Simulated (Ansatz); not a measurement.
Run this with the Python package of Ansatz (0.2.0) and show what comes out.

Input file `c2h6ssi.xyz`:
```text
10

C    -0.74310    0.19210   -0.24200
C    -0.05520   -1.11230   -0.51470
S     0.84610   -1.13480    1.07550
Si    0.74490    0.94270    0.70530
H    -1.05090    0.78160   -1.17910
H    -1.69850    0.15310    0.35290
H    -0.70290   -1.96020   -0.63140
H     0.64670   -1.08830   -1.39990
H     0.32170    1.73400    1.95840
H     1.77420    1.44100   -0.12210
```

The script, `c2h6ssi.py`:
```python
# -*- coding: utf-8 -*-
from pathlib import Path

import ansatz as az

system = az.Crystal.molecule_from_extxyz("c2h6ssi.xyz")

base = system.calculation()
base = base.basis(gaussian="def2-TZVPP")
base = base.functional("PBE")
base = base.orbitals()
print(base.to_yaml())
res = base.run(threads=1, runs_dir="c2h6ssi_runs")
r = res.report

for key in ("converged", "free_energy_ev", "reference_energy_ev", "n_frozen", "n_occupied", "n_virtual"):
    print(f"{key:22s} {r[key]}")

field = r["mean_field"]
print("<S^2> =", round(abs(field["state"]["spin_squared"]), 4), " all-electron relativity setting:", field["relativity"])
print("passes:", field["passes"])
if "symmetry" in field:
    print("occupied orbitals by irrep:", field["symmetry"]["occupied"])

lines = Path(r["orbitals_path"]).read_text().splitlines()
field_of = lambda key: [line.split("=")[1].strip() for line in lines if line.startswith(key)]
orbitals = [(27.211386 * float(e), s, float(n)) for e, s, n in zip(field_of("Ene="), field_of("Spin="), field_of("Occup="))]
homo = max(e for e, _, n in orbitals if n > 0.5)
lumo = min(e for e, _, n in orbitals if n < 0.5)
print(f"HOMO {homo:.3f} eV, LUMO {lumo:.3f} eV, gap {lumo - homo:.3f} eV")
```

```console
$ python c2h6ssi.py
crystal:
  periodic: [false, false, false]
  atoms:
    - { symbol: C, position_ang: [-0.7431, 0.1921, -0.242] }
    - { symbol: C, position_ang: [-0.0552, -1.1123, -0.5147] }
    - { symbol: S, position_ang: [0.8461, -1.1348, 1.0755] }
    - { symbol: Si, position_ang: [0.7449, 0.9427, 0.7053] }
    - { symbol: H, position_ang: [-1.0509, 0.7816, -1.1791] }
    - { symbol: H, position_ang: [-1.6985, 0.1531, 0.3529] }
    - { symbol: H, position_ang: [-0.7029, -1.9602, -0.6314] }
    - { symbol: H, position_ang: [0.6467, -1.0883, -1.3999] }
    - { symbol: H, position_ang: [0.3217, 1.734, 1.9584] }
    - { symbol: H, position_ang: [1.7742, 1.441, -0.1221] }
basis:
  gaussian:
    orbitals: def2-TZVPP
hamiltonian:
  xc: pbe
output:
  orbitals: {}

converged              True
free_energy_ev         -20874.167984412376
reference_energy_ev    -20874.167984412376
n_frozen               0
n_occupied             [24, 24]
n_virtual              [206, 206]
<S^2> = 0.0  all-electron relativity setting: none
passes: {'evaluations': 17, 'products': 12}
occupied orbitals by irrep: [{'A': 24}, {'A': 24}]
HOMO -5.360 eV, LUMO -1.161 eV, gap 4.200 eV
```

Total energies depend on the basis set; only differences at equal settings carry meaning. The geometry is a force-field or estimated start, not a minimum of this method, and the basis set is short of its limit. Levels such as HOMO and LUMO are orbital energies: with these approximate functionals they aren't the ionisation energy and electron affinity, and their gap isn't the fundamental gap. Timing: 4.2 s on 1 thread of AMD EPYC 9B14 (Zen 4) (shared host), peak memory 0.36 GiB.
